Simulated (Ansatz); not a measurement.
This script drives Ansatz 0.2.0 through its Python package.

The script reads `libe_libe.cif`:
```cif
data_LiBe
_cell_length_a 2.295986
_cell_length_b 3.612773
_cell_length_c 5.528143
_cell_angle_alpha 90.00000
_cell_angle_beta 94.16749
_cell_angle_gamma 90.00000
_symmetry_space_group_name_H-M 'P 1'
_symmetry_Int_Tables_number 1
loop_
_symmetry_equiv_pos_as_xyz
'x, y, z'
loop_
_atom_site_label
_atom_site_type_symbol
_atom_site_fract_x
_atom_site_fract_y
_atom_site_fract_z
Li1 Li    0.736848    0.250000    0.154858
Li2 Li    0.263152    0.750000    0.845142
Be3 Be    0.756418    0.250000    0.576172
Be4 Be    0.243582    0.750000    0.423828
```

The script, `libe.py`:
```python
# -*- coding: utf-8 -*-
"""Binding of LiBe against spin-polarised atoms in a box."""

from collections import Counter
import warnings

import ansatz as az
from ase.io import read


def counts(outcome):
    return Counter(site.symbol for site in outcome.lattice.sites)

UNPAIRED = {"Li": 1, "Be": 0}  # unpaired electrons of the free atoms


def run_phase(name, crystal):
    calc = (
        crystal.calculation()
        .functional("PBEsol")
        .basis(420)
        .kpoints(spacing=0.33)
        .occupations("gaussian", width=0.02)
    )
    if name.endswith(" atom"):
        calc = calc.kpoints(1, 1, 1).occupations("fermi_dirac", width=0.01)
        if UNPAIRED[name.split()[0]]:
            calc = calc.spin("collinear")
        return calc.run()
    calc = calc.relax(force_tolerance=0.02, cell=True)
    return calc.run()

warnings.simplefilter("ignore", az.DeckWarning)

phases = {}
atoms = read("libe_libe.cif")
libe = az.Crystal.from_ase(atoms)
phases["LiBe"] = libe
# a box with unlike edges lets an open shell break the spherical symmetry
for element, moment in UNPAIRED.items():
    phases[f"{element} atom"] = az.Lattice.orthorhombic(10.0, 10.5, 11.0).atom(element, (0.5, 0.5, 0.5), moment=moment or None)

done = {}
for name, crystal in phases.items():
    done[name] = run_phase(name, crystal)
    print(f"{name}: {done[name].report['energy_sigma0_ev']:.4f} eV, {len(done[name].lattice.sites)} atoms")

print({element: round(done[f"{element} atom"].report["magnetization_mub"], 2) for element in UNPAIRED}, "muB on the free atoms")
solid = done["LiBe"]
n = counts(solid)
binding = (sum(k * done[f"{e} atom"].report["energy_sigma0_ev"] for e, k in n.items()) - solid.report["energy_sigma0_ev"]) / sum(n.values())
print(f"cohesive energy {binding:.3f} eV/atom = {96.4853 * binding:.0f} kJ/mol of atoms (no zero-point energy)")
```

It is started by `python libe.py`. How long does it take on 1 thread of Arm Neoverse V1 (shared host), and how much memory does it need?

It took about 42 s, with a peak of 0.89 GiB, for 3 runs of the engine.

```console
$ python libe.py
LiBe: -586.0447 eV, 4 atoms
Li atom: -201.3324 eV, 1 atoms
Be atom: -86.3712 eV, 1 atoms
{'Li': 1.0, 'Be': 0.0} muB on the free atoms
cohesive energy 2.659 eV/atom = 257 kJ/mol of atoms (no zero-point energy)
```

Reading the output:
- Absolute energies stand on the zero of these potentials, so only differences at equal settings mean something.
- The magnetic order follows from the starting moments and needn't be the lowest.
- For the metals among these phases the mesh is modest: differences between phases can be off by up to 40 meV an atom.
- The cells come from databases of deposited and of computed structures, and not all need be stable phases.
- Free atoms in a box carry small image and symmetry errors, and spin-orbit coupling is left out.

(A comment or docstring line of the script was reworded after the run, the code is as it ran; lines on the test bed's own set-up are left out of the output.)
